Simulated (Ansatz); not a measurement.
# TlSn: the crystal squeezed far

An exercise on one series of results from a longer session: the logs are not shown, and one member is left open.

Program: Ansatz 0.2.0. Level of theory: DFT, r2SCAN, PAW with Ansatz's default frozen-core files, scalar-relativistic. These are calculated values, not measurements.

### The structure to begin with

It takes space group P4/mmm (No. 123, tetragonal). Conventional cell: a = 3.615 Å, b = 3.615 Å, c = 4.375 Å, α = 90.00°, β = 90.00°, γ = 90.00°. Tl (site symmetry 4/mmm) is surrounded by 8 Sn at 3.36 Å and 4 Tl at 3.61 Å. Sn (site symmetry 4/mmm) is surrounded by 8 Tl at 3.36 Å and 4 Sn at 3.61 Å.

As a file:

```
CELL_PARAMETERS angstrom
3.61473 0.00000 0.00000
0.00000 3.61473 0.00000
0.00000 0.00000 4.37500
ATOMIC_POSITIONS crystal
Tl 0.00000 0.00000 0.00000
Sn 0.50000 0.50000 0.50000
```

Whether this phase is the stable one at these pressures isn't tested.

Atoms are numbered in the order of the input: Tl1, Sn2.

The first run:

input.yaml reads:

```yaml
crystal:
  lattice:
    - [3.6147298654, 0.0, 0.0]
    - [0.0, 3.6147298654, 0.0]
    - [0.0, 0.0, 4.375]
  atoms:
    - { symbol: Tl, position: [0.0, 0.0, 0.0] }
    - { symbol: Sn, position: [0.5, 0.5, 0.5] }
kpoints:
  mp_grid: { grid: [10, 10, 8] }
  band_path:
    path:
      - [0.0, 0.0, 0.0]
      - [0.0, 0.5, 0.0]
      - [0.5, 0.5, 0.0]
      - [0.0, 0.0, 0.0]
      - [0.0, 0.0, 0.5]
      - [0.0, 0.5, 0.5]
      - [0.5, 0.5, 0.5]
      - [0.0, 0.0, 0.5]
      - [0.0, 0.5, 0.0]
    npoints: 6
scf:
  occupations: { method: fermi_dirac, width: 0.05 }
hamiltonian:
  xc: r2scan
  pseudopotentials: { kind: paw }
output:
  forces: true
  stress: true
  eigenvalues: true
  efg: { contact_densities: true }
  populations: true
  write_density: true
  write_potential: true
  elf: true
  volumetric_format: npy
```

On the command line:

```bash
> ansatz run input.yaml --threads 1 --pin off --max-ram 2048MiB --backend cpu --events-out ev --progress --plain --runs-dir out
```

Among the steps run: Volume scaled by 1, PAW; Volume scaled by 0.75, PAW; Volume scaled by 0.5, PAW; Volume scaled by 0.4, PAW.

One of the session's tables, all rows but one given; the rest of the session is left out.

```
method  volume over the first  volume (Å³/atom)  pressure (GPa)
   PAW                      1            28.582            0.08
   PAW                   0.75            21.437           24.66
   PAW                    0.5            14.291          168.58
   PAW                    0.4                 ?               ?
```

Q: Estimate the row for PAW, 0.4 from the others.

The run gave: volume (Å³/atom): 11.433; pressure (GPa): 391.30. In the column «volume (Å³/atom)» it is the lowest.

Limits of these values: Warnings in the runs' records: gradients without spin orbit.
